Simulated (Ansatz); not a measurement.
# TaGa3: the cost of one run

Computed with Ansatz 0.2.0 (DFT PBEsol, scalar-relativistic, plane waves, PAW, unless a step's input says otherwise).

## (1) The system as given

It takes space group I4/mmm (No. 139, tetragonal). Conventional cell: a = 3.790 Å, b = 3.790 Å, c = 8.940 Å, α = 90.00°, β = 90.00°, γ = 90.00°. Ta (site symmetry 4/mmm) has 12 Ga at 2.68 to 2.93 Å as nearest neighbours. Around Ga (site symmetry 4/mmm) lie 4 Ta at 2.68 Å and 8 Ga at 2.93 Å. Ga (site symmetry -4m2) has 8 Ga at 2.68 to 2.93 Å and 4 Ta at 2.93 Å as nearest neighbours.

Coordinates:

```cif
data_structure
_symmetry_space_group_name_H-M 'P 1'
_symmetry_Int_Tables_number 1
_cell_length_a 5.2118
_cell_length_b 5.2118
_cell_length_c 5.2118
_cell_angle_alpha 137.357
_cell_angle_beta 137.357
_cell_angle_gamma 61.889
_cell_volume 64.21
loop_
_atom_site_label
_atom_site_type_symbol
_atom_site_fract_x
_atom_site_fract_y
_atom_site_fract_z
_atom_site_occupancy
Ta1 Ta 0.00000 0.00000 0.00000 1
Ga1 Ga 0.50000 0.50000 0.00000 1
Ga2 Ga 0.75000 0.25000 0.50000 1
Ga3 Ga 0.25000 0.75000 0.50000 1
```

Source of the structure: the Crystallography Open Database.

(A quick probe on a coarse mesh, which set the mesh and smearing, is not shown.)

## (3) Full relaxation

The input, input.yaml:

```yaml
crystal:
  lattice:
    - [-1.895, 1.895, 4.47]
    - [1.895, -1.895, 4.47]
    - [1.895, 1.895, -4.47]
  atoms:
    - { symbol: Ta, position: [0.0, 0.0, 0.0] }
    - { symbol: Ga, position: [0.5, 0.5, 0.0] }
    - { symbol: Ga, position: [0.75, 0.25, 0.5] }
    - { symbol: Ga, position: [0.25, 0.75, 0.5] }
basis:
  ecutwfc: 420
kpoints:
  mp_grid: { grid: [16, 16, 16] }
hamiltonian:
  xc: pbesol
scf:
  occupations: { method: gaussian, width: 0.1 }
output:
  forces: true
  stress: true
  eigenvalues: true
relax:
  adjacent_minimum: "off"
  f_tol: 0.005
  max_steps: 80
  cell: { stress_tol: 0.05 }
```

Launch:

```sh
$ ansatz run input.yaml --threads 2 --pin off --max-ram 5120MiB --backend cpu --events-out ev --progress --plain --runs-dir out
```

Q: Estimate wall time and peak memory on 2 threads of an Arm CPU, shared host.

About 2.2 min, with a peak of 0.78 GiB.
